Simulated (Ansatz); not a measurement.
Predict the output of the script below (the Python package of Ansatz (0.2.0)).

`si2mo.cif`
```cif
data_Si2Mo
_cell_length_a 4.535287
_cell_length_b 4.535287
_cell_length_c 4.535287
_cell_angle_alpha 138.68399
_cell_angle_beta 138.68399
_cell_angle_gamma 59.85704
_symmetry_space_group_name_H-M 'P 1'
_symmetry_Int_Tables_number 1
loop_
_symmetry_equiv_pos_as_xyz
'x, y, z'
loop_
_atom_site_label
_atom_site_type_symbol
_atom_site_fract_x
_atom_site_fract_y
_atom_site_fract_z
Si1 Si    0.333000    0.333000    0.000000
Si2 Si    0.667000    0.667000    0.000000
Mo3 Mo    0.000000    0.000000    0.000000
```

Script `soc.py`:
```python
"""Levels of Si2Mo without and with spin-orbit coupling."""

import warnings

import ansatz as az
from ase.io import read

config = {
    "xc": "pbesol",
    "smearing": "fermi_dirac",
    "smearing_width": 0.15,
    "kgrid": (13, 13, 13),
}

warnings.simplefilter("ignore", az.DeckWarning)

atoms = read("si2mo.cif")
si2mo = az.Crystal.from_ase(atoms)

model = (
    si2mo.calculation()
    .functional(config["xc"])
    .occupations(config["smearing"], width=config["smearing_width"])  # the run then minimises F = E - TS
    .kpoints(*config["kgrid"])
    .band_table()
)
for label, variant in (("scalar-relativistic", model), ("spin-orbit", model.spin(soc=True))):
    data = variant.run(threads=1, backend="cpu").report
    zero = data["band_edges_ev"][0] if data.get("band_edges_ev") else data["fermi_energy_ev"]
    near = [round(e - zero, 3) for e in data["eigenvalues_ev"][0] if abs(e - zero) < 2]
    print(label)
    print("  band edges (eV):", [round(e, 3) for e in data.get("band_edges_ev") or []] or "none reported")
    print("  levels at k =", data["kpoints_frac"][0], "within 2 eV of the zero:", near)
```

```console
$ python soc.py
scalar-relativistic
  band edges (eV): none reported
  levels at k = [0.0, 0.0, 0.0] within 2 eV of the zero: [0.429]
spin-orbit
  band edges (eV): none reported
  levels at k = [0.0, 0.0, 0.0] within 2 eV of the zero: [0.429, 0.429]
```

Caveats:
- The computed bands are complete only to about 3.3 eV above the Fermi level.
- The structure is a deposited one; some such entries were measured under pressure or heat, so a shift against it needn't be the functional's error alone.
- Levels are Kohn-Sham eigenvalues on this mesh.
- With spin-orbit coupling each level holds one electron and, with inversion or at time-reversal points, comes in pairs; a window in energy can cut a split set.
- It ran for 41 s on 1 thread of Arm Neoverse V1 (shared host), peak memory 0.78 GiB.
